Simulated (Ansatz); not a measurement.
# FGeH3S: rigid scan of one bond length in Python

How does the energy of FGeH3S change as one bond is stretched? The task is a rigid scan of one bond length, for FGeH3S. SMILES: [F][GeH2][SH].

Program: Ansatz 0.2.0, driven from Python. Level of theory: B3LYP+D3(BJ)/def2-SVP. These are calculated values, not measurements.

## (1) Starting point

Bond lengths: F1–Ge2 1.697 Å, Ge2–S3 2.194 Å, Ge2–H4 1.539 Å, Ge2–H5 1.561 Å, S3–H6 1.424 Å. Angles: F1–Ge2–S3 108.4°, F1–Ge2–H4 111.9°, F1–Ge2–H5 110.9°, S3–Ge2–H4 108.2°, S3–Ge2–H5 110.0°, H4–Ge2–H5 107.5°, Ge2–S3–H6 92.7°.

The script reads fgeh3s.xyz:

```xyz
6

F    -2.01990    0.52820    0.05460
Ge   -0.43370    0.04150   -0.30350
S     0.74790    0.12250    1.54380
H    -0.38380   -1.39850   -0.84400
H     0.20320    0.97010   -1.38520
H     1.92840   -0.32790    0.88800
```

## (2) The script

scan_fgeh3s.py reads:

```python
"""Potential curve of FGeH3S along one bond."""

import ansatz as az
import numpy as np

BASIS = "def2-SVP"
XC = "B3LYP"
DISPERSION = "d3bj"


def main() -> None:
    geometry = az.Crystal.molecule_from_extxyz("fgeh3s.xyz")

    symbols = [site.symbol for site in geometry.cartesian_sites]
    start = np.array([site.position_ang for site in geometry.cartesian_sites])
    axis = (start[4] - start[1]) / np.linalg.norm(start[4] - start[1])
    moving = [4]
    lengths, energies = [1.33, 1.44, 1.56, 1.72, 1.95, 2.34, 2.81, 3.44], []
    for length in lengths:
        xyz = start.copy()
        xyz[moving] += (length - np.linalg.norm(start[4] - start[1])) * axis
        point = az.Crystal.molecule()
        for symbol, place in zip(symbols, xyz):
            point = point.atom(symbol, place.tolist())
        setup = point.calculation()
        setup = setup.basis(gaussian=BASIS)
        setup = setup.functional(XC, dispersion=DISPERSION)
        summary = setup.run().report
        energies.append(summary["free_energy_ev"])
        print(f"r = {length:6.3f} A  E = {energies[-1]:.5f} eV  <S^2> = {abs(summary['mean_field']['state']['spin_squared']):.3f}")

    print("energy above the lowest point (eV):", [round(e - min(energies), 3) for e in energies])


if __name__ == "__main__":
    main()
```

## (3) What the engine is handed

The package turns the script's settings into the engine's input (first run):

```yaml
crystal:
  periodic: [false, false, false]
  atoms:
    - { symbol: F, position_ang: [-2.0199, 0.5282, 0.0546] }
    - { symbol: Ge, position_ang: [-0.4337, 0.0415, -0.3035] }
    - { symbol: S, position_ang: [0.7479, 0.1225, 1.5438] }
    - { symbol: H, position_ang: [-0.3838, -1.3985, -0.844] }
    - { symbol: H, position_ang: [0.10880625675915553, 0.8324739519964701, -1.2248832908406007] }
    - { symbol: H, position_ang: [1.9284, -0.3279, 0.888] }
basis:
  gaussian:
    orbitals: def2-SVP
hamiltonian:
  xc: b3lyp
  dispersion: d3bj
```

## (4) Running it

The run is started by

```console
$ python scan_fgeh3s.py
```

Without the output at hand: what should come out? Wanted: range of energy; lowest point, distance.

The runs gave:

| quantity | value |
| --- | --- |
| runs compared | 8 |
| range of energy | 4.133 eV |
| lowest point, distance (Å) | 1.56 |

In words: The curve has its lowest point inside the range, at 1.56. The ends stand 0.523 and 4.13 eV above it. The distance scanned is the script's pair 1, 4. Notes:
- The rest of the molecule is held rigid at a force-field or estimated start geometry, and the basis set is modest; single-reference methods fail as a bond breaks.
- b3lyp holds the VWN-RPA fit, as in Gaussian; the form of ORCA and Turbomole is b3lyp5.
- The orbitals are restricted, so S² is zero by construction.
- Toward dissociation an unrestricted state lies under the restricted one, by 1 to 2 eV or more.
